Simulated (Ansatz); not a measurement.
GaGe3:

```xyz
4
Lattice="4.2785 0.0000 0.0000 0.0000 4.2785 0.0000 0.0000 0.0000 4.2785" Properties=species:S:1:pos:R:3 pbc="T T T"
Ge    2.1392    2.1392    0.0000
Ge    2.1392    0.0000    2.1392
Ge    0.0000    2.1392    2.1392
Ga    0.0000    0.0000    0.0000
```

The cell comes from a database or a generator and needn't be the stable form of this composition.

Base run:

* Program: Ansatz 0.2.0
* Functional: LDA
* Potentials or basis: Ansatz PAW
* Cutoff: 420 eV (not typed: the program's choice for these potentials)
* k mesh: 6 × 6 × 6
* Occupations: fermi-dirac, width 0.05 eV
* Spin: no spin polarisation

Its results: band gap on the k mesh none (metal or under the smearing width); pressure -4.9 GPa.

The run is repeated on the same cell with these changes: functional from LDA to r2SCAN; cutoff from 420 eV (not typed: the program's choice for these potentials) to 500 eV (not typed: the program's choice for these potentials). What comes out?

Band gap on the k mesh none (metal or under the smearing width); pressure -2.3 GPa.

Caveats: the PAW data sets come from PBE, with cores solved anew for the run's functional, which leaves a small shift of forces and pressure.
